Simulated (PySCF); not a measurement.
# BaBr: from the state search to spectroscopic constants

The task here is to estimate one member of a computed series from the others.

Method: Ba x2c-TZVPPall, Br x2c-TZVPPall, spin-free X2C with a Gaussian nucleus; program: PySCF 2.14.0.

The first run:

The job is set up so:

```
atoms                         : Ba, Br
charge                        : 0
basis                         : Ba x2c-TZVPPall, Br x2c-TZVPPall
Hamiltonian                   : spin-free X2C with a Gaussian nucleus
basis functions               : 133
electrons treated             : 91
masses in u                   : 137.9052, 78.9183
levels                        : PBE0, PBE, r²SCAN, PW91, M06, revPBE, B2PLYP, CAM-B3LYP, HF, MP2, SCS-MP2
grid                          : 80 radial by 434 angular points
occupations                   : held fixed by the projection of orbital angular momentum
dissociation limit            : Ba + Br, each in its ground configuration
starting distance in angstrom : 2.900
values of 2S to try           : 1, 3
```

The run is started by

```bash
> OMP_NUM_THREADS=2 python dia.py task.json out
```

Among the steps run: Set-up; First curve: PBE0; Other states along the same grid; PBE; r²SCAN; PW91 (GGA); M06 (hybrid meta-GGA); revPBE (GGA); B2PLYP (double hybrid); CAM-B3LYP (range-separated hybrid); UHF.

One of the session's tables, all rows but one given; the rest of the session is left out.

It belongs to the step «The curves together». Energy (eV) from each level's lowest point:

| R (Å) | UHF | UHF-MP2 | UHF-SCS-MP2 | PBE | revPBE |
| --- | --- | --- | --- | --- | --- |
| 2.448 | 1.346 | 0.888 | 0.974 | 0.827 | 0.880 |
| 2.562 | 0.695 | 0.399 | 0.453 | 0.355 | 0.391 |
| 2.676 | 0.300 | 0.129 | 0.158 | 0.105 | 0.125 |
| 2.762 | 0.127 | 0.032 | 0.045 | 0.020 | 0.030 |
| 2.847 | 0.033 | 0.000 | 0.000 | 0.000 | 0.000 |
| 2.932 | 0.000 | 0.018 | 0.007 | 0.028 | 0.018 |
| 3.046 | 0.025 | 0.099 | 0.075 | 0.118 | 0.097 |
| 3.189 | 0.131 | 0.260 | 0.224 | 0.286 | 0.252 |
| 3.360 | ? | ? | ? | ? | ? |
| 3.587 | 0.638 | 0.863 | 0.805 | 0.883 | 0.821 |

Q: Estimate the row for R (Å) = 3.360 from the others.

Worked estimate for «UHF». A straight line through the neighbours (3.189, 0.131) and (3.587, 0.638) gives 0.131 + (0.638 − 0.131) × (3.360 − 3.189) / (3.587 − 3.189) = 0.349; a parabola fitted to 3 rows on both sides gives 0.311.

As computed: UHF: 0.326; UHF-MP2: 0.504; UHF-SCS-MP2: 0.456; PBE: 0.531; revPBE: 0.484. In «UHF» the line misses by +0.023 and the parabola by -0.015.
